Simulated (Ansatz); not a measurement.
Task: a comparison of enthalpies under pressure of two structures of TaO, with the Ansatz DFT code, driven from Python. Give the script and its output. Level of theory (first run): r2SCAN, norm-conserving potentials, the default cutoff (1290 eV here), Gaussian smearing of 0.1 eV.

`transition_tao.py`
```python
"""Pressure at which two phases of TaO cross."""

import warnings

import ansatz as az
import numpy as np

MAX_ITERATIONS = 100
KSPACING = 0.39
FILLING = "gaussian"
WIDTH_EV = 0.1


def cuau(a_site, b_site, a):
    return (
        az.Lattice.from_parameters(a, a, 1.35 * a, alpha=90, beta=90, gamma=90)
        .space_group(123)
        .atom(a_site, [0, 0, 0])
        .atom(b_site, [0.5, 0.5, 0.5])
    )


def zincblende(A, B, a):
    return (
        az.Lattice.fcc(a)
        .space_group(216)
        .atom(A, [0, 0, 0])
        .atom(B, [0.25, 0.25, 0.25])
        .primitive()
    )


def ground_state(name, crystal, pressure=0.0):
    calc = (
        crystal.calculation()
        .functional(az.Functional.R2SCAN)
        .pseudopotentials("nc")
        .accuracy("low")
        .scf(max_iterations=MAX_ITERATIONS)
        .kpoints(spacing=KSPACING)
        .occupations(FILLING, width=WIDTH_EV)
    )
    calc = calc.relax(force_tolerance=0.03, cell=True, pressure=pressure)
    return calc.run(threads=1)


def volume_per_atom(outcome):
    return abs(np.linalg.det(outcome.lattice.cell_ang)) / len(outcome.lattice.sites)

warnings.simplefilter("ignore", az.DeckWarning)

phases = {}
phases["CuAu"] = cuau("Ta", "O", 2.52)
phases["zincblende"] = zincblende("Ta", "O", 4.73)

# enthalpy per atom at each pressure
pressures = [0, 5, 10, 20]
enthalpy, volume = {name: [] for name in phases}, {name: [] for name in phases}
for p in pressures:
    for name, crystal in phases.items():
        o = ground_state(name, crystal, pressure=p)
        volume[name].append(volume_per_atom(o))
        enthalpy[name].append(o.report["energy_sigma0_ev"] / len(o.lattice.sites) + p * volume[name][-1] / 160.21766)
gap = np.array(enthalpy["zincblende"]) - np.array(enthalpy["CuAu"])
rows = [(p, va, vb, 1000 * d) for p, va, vb, d in zip(pressures, volume["CuAu"], volume["zincblende"], gap)]
print("   P (GPa)  V CuAu (A^3/atom)  V zincblende (A^3/atom)  H(zincblende) - H(CuAu) (meV/atom)")
for row in rows:
    print(f"{row[0]:10d}  {row[1]:17.3f}  {row[2]:23.3f}  {row[3]:+34.1f}")
crossings = [p0 - g0 * (p1 - p0) / (g1 - g0) for p0, p1, g0, g1 in zip(pressures, pressures[1:], gap, gap[1:]) if g0 * g1 < 0]
print("crossing near", [round(float(p), 1) for p in crossings], "GPa") if crossings else print("no crossing in this range")
```

`python transition_tao.py` gives:
```text
   P (GPa)  V CuAu (A^3/atom)  V zincblende (A^3/atom)  H(zincblende) - H(CuAu) (meV/atom)
         0             11.216                   13.584                              -544.7
         5             10.982                   13.306                              -470.9
        10             10.790                   13.059                              -399.2
        20             10.440                   12.624                              -260.8
no crossing in this range
```

Notes:
- These settings explore the input space; cutoff and mesh may be short of convergence.
- A cell here holds an odd number of electrons and is run without spin, so a magnetic state may lie lower.
- Such functionals run on norm-conserving files made under PBE, which can move pressures by some GPa.
- At a fixed pressure a relaxation lowers the enthalpy F + PV, while F alone can rise.
- The meshes are coarse for the metals among these phases, whose energies can be off by up to 40 meV an atom.
- Spin-orbit coupling, which matters for elements this heavy, is left out.
- Only these two structures are compared, at zero temperature and with their symmetry kept; either may be hypothetical, and another phase may be lower than both. Differences under about 40 meV an atom lie within the error of mesh and functional.
- The cells are prototypes set up for this calculation and needn't exist.
- Hardware and time: 6.1 min on 1 thread of Arm Neoverse V2, on a shared host, peak memory 0.52 GiB.
